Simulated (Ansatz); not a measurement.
# Cl3H4NOTi: the cost of one run

All numbers below are computed with Ansatz 0.2.0 (RKS PBE-D4/def2-SVP).

### Step 1. The system as given

Bond lengths: Ti1–O2 2.270 Å, O2–H3 1.010 Å, Ti1–Cl4 2.370 Å, Ti1–Cl5 2.368 Å, Ti1–Cl6 2.368 Å, Ti1–N7 2.360 Å, N7–H8 1.060 Å, N7–H9 1.060 Å. Angles: Ti1–O2–H3 109.5°, O2–Ti1–Cl4 109.4°, O2–Ti1–Cl5 109.5°, O2–Ti1–Cl6 109.5°, O2–Ti1–N7 71.6°, Cl4–Ti1–Cl5 109.5°, Cl4–Ti1–Cl6 109.5°, Cl4–Ti1–N7 67.2°, Cl5–Ti1–Cl6 109.5°, Cl5–Ti1–N7 176.6°, Cl6–Ti1–N7 72.8°, Ti1–N7–H8 120.0°, Ti1–N7–H9 120.0°, H8–N7–H9 120.0°.

As a file:

```xyz
10

Ti    0.0000    0.0000    0.0000
O     0.0000    0.0000    2.2700
H    -0.9095   -0.2814    2.6071
Cl    2.2349    0.0000   -0.7892
Cl   -1.1163    1.9339   -0.7892
Cl   -1.1163   -1.9339   -0.7892
N     1.2317   -1.8705    0.7442
H     0.7926   -2.8351    0.7273
H     2.2241   -1.7460    1.0953
H     0.7451   -1.1315    1.8913
```

### Step 2. Pulling towards end A

Springs on the bonds that form and break draw the guess towards this end; the thresholds are loose.

Input file input.yaml:

```yaml
crystal:
  periodic: [false, false, false]
  atoms:
    - { symbol: Ti, position_ang: [0.0, 0.0, 0.0] }
    - { symbol: O, position_ang: [0.0, 0.0, 2.27] }
    - { symbol: H, position_ang: [-0.9095, -0.2814, 2.6071] }
    - { symbol: Cl, position_ang: [2.2349, 0.0, -0.7892] }
    - { symbol: Cl, position_ang: [-1.1163, 1.9339, -0.7892] }
    - { symbol: Cl, position_ang: [-1.1163, -1.9339, -0.7892] }
    - { symbol: "N", position_ang: [1.2317, -1.8705, 0.7442] }
    - { symbol: H, position_ang: [0.7926, -2.8351, 0.7273] }
    - { symbol: H, position_ang: [2.2241, -1.746, 1.0953] }
    - { symbol: H, position_ang: [0.7451, -1.1315, 1.8913] }
basis:
  gaussian: { orbitals: def2-SVP }
hamiltonian:
  xc: pbe
  dispersion: d4
relax:
  f_tol: 0.15
  max_steps: 25
  restrain:
    - { distance: [0, 6], at: 3.26, k: 30.0 }
    - { distance: [9, 1], at: 2.21, k: 30.0 }
    - { distance: [0, 1], at: 1.92, k: 30.0 }
    - { distance: [9, 6], at: 1.06, k: 30.0 }
```

Started as:

```
ansatz run input.yaml --threads 4 --pin off --max-ram 5120MiB --backend cpu --events-out ev --progress --plain --runs-dir out
```

What time and memory should one allow on 4 threads of Arm Neoverse V2, shared host?

About 36 s, with a peak of 0.23 GiB.
